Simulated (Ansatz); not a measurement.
# C2H2N2Si: two geometries relaxed

Are the two ends of the shift of H7 from Si3 to C4 separate minima, and which lies lower? Each is relaxed from a guess. SMILES of the start: N#C[SiH2]C#N.

All numbers below are computed with Ansatz 0.2.0 (UKS r2SCANh-D4/def2-SVP).

### 1 The structure to begin with

Bond lengths: N1–C2 1.205 Å, C2–Si3 1.883 Å, Si3–C4 1.794 Å, C4–N5 1.221 Å, Si3–H6 1.511 Å, Si3–H7 1.538 Å. Angles: N1–C2–Si3 177.7°, C2–Si3–C4 114.0°, C2–Si3–H6 109.9°, C2–Si3–H7 108.6°, C4–Si3–H6 111.4°, C4–Si3–H7 109.5°, H6–Si3–H7 102.9°, Si3–C4–N5 176.2°.

As a file:

```xyz
7

N     0.2584   -2.6076    1.0767
C     0.2594   -1.4607    0.7080
Si    0.3363    0.3310    0.1331
C    -0.9602    0.7826   -1.0212
N    -1.8959    1.0526   -1.7575
H     0.3546    1.2539    1.3299
H     1.7086    0.5801   -0.5147
```

### 2 End point A

The input, input.yaml:

```yaml
crystal:
  periodic: [false, false, false]
  atoms:
    - { symbol: "N", position_ang: [0.2584, -2.6076, 1.0767] }
    - { symbol: C, position_ang: [0.2594, -1.4607, 0.708] }
    - { symbol: Si, position_ang: [0.3363, 0.331, 0.1331] }
    - { symbol: C, position_ang: [-0.9602, 0.7826, -1.0212] }
    - { symbol: "N", position_ang: [-1.8959, 1.0526, -1.7575] }
    - { symbol: H, position_ang: [0.3546, 1.2539, 1.3299] }
    - { symbol: H, position_ang: [1.7086, 0.5801, -0.5147] }
magnetization:
  spin_polarized: true
basis:
  gaussian: { orbitals: def2-SVP }
hamiltonian:
  xc: r2scanh
  dispersion: d4
relax:
  f_tol: 0.02
  max_steps: 50
output:
  orbitals: {}
```

Started as:

```sh
> ansatz run input.yaml --threads 2 --pin off --max-ram 3072MiB --backend cpu --events-out ev --progress --plain --runs-dir out
```

The log of the run (excerpt; [...] marks lines left out):

```text
Warning: RAYON_NUM_THREADS=2 ignored (pool sized by the plan → 2); use --threads N
[...]
Functional definition: r2SCANh
[...]
934 factors; integrals over basis functions are off by at most 2.8e-4 eV
[...]
mean field -12951.96057127 eV, -475.9757718401 hartree, gradient 4.6e-5 eV, S^2 0.000000; 0 other end points of the search recorded, 0 dependent functions left out
[...]
reference -12951.96057858 eV, -475.9757721084 hartree; 21, 21 occupied and 63, 63 virtual orbitals, 934 factors
relax step   1: F+E_penalty+E_count = -12951.99816237 eV  Δ(F+E_penalty+E_count) = +0.000e0 eV  max|allowed force component| = 5.778e0 eV/Å  Δτ_max = 0.0000 Å  (33 SCF iters, accepted)
[...]
relax step   4: F+E_penalty+E_count = -12952.47100905 eV  Δ(F+E_penalty+E_count) = -2.173e-3 eV  max|allowed force component| = 6.534e-2 eV/Å  Δτ_max = 0.0065 Å  (36 SCF iters, accepted)
[...]
relax step   5: F+E_penalty+E_count = -12952.47275701 eV  Δ(F+E_penalty+E_count) = -1.748e-3 eV  max|allowed force component| = 8.804e-3 eV/Å  Δτ_max = 0.0259 Å  (33 SCF iters, accepted)
934 factors; integrals over basis functions are off by at most 2.8e-4 eV
mean field -12952.43448748 eV, -475.9931879396 hartree, gradient 2.3e-5 eV, S^2 0.000000; 1 other end points of the search recorded, 0 dependent functions left out
[...]
reference -12952.43449477 eV, -475.9931882074 hartree; 21, 21 occupied and 63, 63 virtual orbitals, 934 factors
Total energy: -12952.47276430 eV, -475.9945945866 hartree
Atom 0 at     0.182532    -2.510782     1.008773 Å, force    -0.000068    -0.006057     0.000845 eV/Å
Atom 1 at     0.264211    -1.403156     0.673838 Å, force     0.008804     0.005767     0.006806 eV/Å
Atom 2 at     0.426018     0.366438     0.163534 Å, force    -0.003583    -0.003176     0.000715 eV/Å
Atom 3 at    -0.975428     0.725995    -0.987355 Å, force     0.005274     0.006810     0.002312 eV/Å
Atom 4 at    -1.849216     0.972889    -1.709310 Å, force    -0.002709     0.003000    -0.005841 eV/Å
Atom 5 at     0.306524     1.230181     1.358338 Å, force    -0.003323    -0.003674    -0.000050 eV/Å
Atom 6 at     1.706559     0.550335    -0.553518 Å, force    -0.004396    -0.002669    -0.004787 eV/Å
Dipole moment:     0.529032     0.476948     0.215410 e Å
```

Wall time 15 s (2 threads of AMD EPYC 9R14 (Zen 4), shared host); peak memory 0.28 GiB.

The steps of the relaxation:

```tsv
step	energy from step 1 (eV)	largest force component (eV/Å)
1	0.0000	5.7785
2	-0.4469	0.6093
3	-0.4707	0.1929
4	-0.4728	0.0653
5	-0.4746	0.0088
```

Step 1 is the start.

After: Bond lengths: N1–C2 1.160 Å, C2–Si3 1.849 Å, Si3–C4 1.849 Å, C4–N5 1.160 Å, Si3–H6 1.479 Å, Si3–H7 1.479 Å. Angles: N1–C2–Si3 178.8°, C2–Si3–C4 107.0°, C2–Si3–H6 109.2°, C2–Si3–H7 109.2°, C4–Si3–H6 109.1°, C4–Si3–H7 109.3°, H6–Si3–H7 112.9°, Si3–C4–N5 178.9°.

### 3 End point B

The second end starts from a geometry with the move made by hand.

Edit input.yaml of step 2 so:

```diff
@@ -9,3 +9,3 @@
     - { symbol: H, position_ang: [0.3546, 1.2539, 1.3299] }
-    - { symbol: H, position_ang: [1.7086, 0.5801, -0.5147] }
+    - { symbol: H, position_ang: [-0.01746, 1.12999, -1.44389] }
 magnetization:
@@ -20,3 +20 @@
   max_steps: 50
-output:
-  orbitals: {}
```

Started as:

```sh
> ansatz run input.yaml --threads 2 --pin off --max-ram 3072MiB --backend cpu --events-out ev --progress --plain --runs-dir out
```

The log of the run (excerpt; [...] marks lines left out):

```text
Warning: RAYON_NUM_THREADS=2 ignored (pool sized by the plan → 2); use --threads N
[...]
Functional definition: r2SCANh
[...]
934 factors; integrals over basis functions are off by at most 2.9e-4 eV
[...]
mean field -12948.63274757 eV, -475.8534765748 hartree, gradient 7.6e-5 eV, S^2 0.687172; 3 other end points of the search recorded, 0 dependent functions left out
[...]
reference -12948.63275494 eV, -475.8534768455 hartree; 21, 21 occupied and 63, 63 virtual orbitals, 934 factors
relax step   1: F+E_penalty+E_count = -12948.67192938 eV  Δ(F+E_penalty+E_count) = +0.000e0 eV  max|allowed force component| = 4.222e0 eV/Å  Δτ_max = 0.0000 Å  (114 SCF iters, accepted)
[...]
relax step   4: F+E_penalty+E_count = -12949.09334082 eV  Δ(F+E_penalty+E_count) = -9.251e-3 eV  max|allowed force component| = 2.222e-1 eV/Å  Δτ_max = 0.0294 Å  (44 SCF iters, accepted)
[...]
mean field -12952.43451679 eV, -475.9931890166 hartree, gradient 9.2e-6 eV, S^2 0.000000; 1 other end points of the search recorded, 0 dependent functions left out
[...]
reference -12952.43452403 eV, -475.9931892828 hartree; 21, 21 occupied and 63, 63 virtual orbitals, 934 factors
Total energy: -12952.47275603 eV, -475.9945942828 hartree
Atom 0 at     0.229648    -2.414118     0.840353 Å, force     0.000751    -0.002632     0.002168 eV/Å
Atom 1 at     0.198829    -1.308812     0.489518 Å, force    -0.004380     0.005452    -0.005672 eV/Å
Atom 2 at     0.187172     0.458006    -0.055149 Å, force     0.009874     0.008476    -0.000680 eV/Å
Atom 3 at    -1.425333     0.762110    -0.906921 Å, force    -0.009001    -0.000005    -0.011938 eV/Å
Atom 4 at    -2.424261     0.978154    -1.456038 Å, force     0.007546    -0.002721     0.015305 eV/Å
Atom 5 at     0.283010     1.331651     1.135108 Å, force    -0.004600    -0.005047    -0.009857 eV/Å
Atom 6 at     1.286074     0.674799    -1.021760 Å, force    -0.000190    -0.003524     0.010674 eV/Å
Dipole moment:     0.538128     0.492850     0.107035 e Å
```

Wall time 43 s (2 threads of AMD EPYC 9R14 (Zen 4), shared host); peak memory 0.3 GiB.

The steps of the relaxation:

```tsv
step	energy from step 1 (eV)	largest force component (eV/Å)
1	0.0000	4.2225
2	-0.3399	1.4282
3	-0.4122	0.3995
4	-0.4214	0.2222
5	-0.4403	0.5901
6	-0.5429	1.9926
7	-1.0898	2.8725
8	-1.8693	2.8650
9	-2.6495	2.6095
10	-3.3192	1.3580
11	-3.6577	0.4957
12	-3.7813	0.2624
13	-3.8008	0.0153
```

Step 1 is the start.

After: Bond lengths: N1–C2 1.160 Å, C2–Si3 1.849 Å, Si3–C4 1.849 Å, C4–N5 1.160 Å, Si3–H6 1.480 Å, Si3–H7 1.480 Å. Angles: N1–C2–Si3 178.7°, C2–Si3–C4 107.4°, C2–Si3–H6 109.1°, C2–Si3–H7 109.1°, C4–Si3–H6 109.3°, C4–Si3–H7 108.8°, H6–Si3–H7 113.0°, Si3–C4–N5 178.4°.

Pairs that crossed the distance rule for bonds on the way: came closer Si3–H7; moved apart C4–H7.

### 4 What came out

```
                           quantity                     value
                              end A   4 moves, 0.475 eV lower
                              end B  12 moves, 3.801 eV lower
largest difference between the ends                    0.02 Å
            end B relative to end A                 +0.000 eV
```

**Reading.** The two relaxations end at one structure, within 0.02 Å: no second minimum was found from this start, which doesn't rule one out.
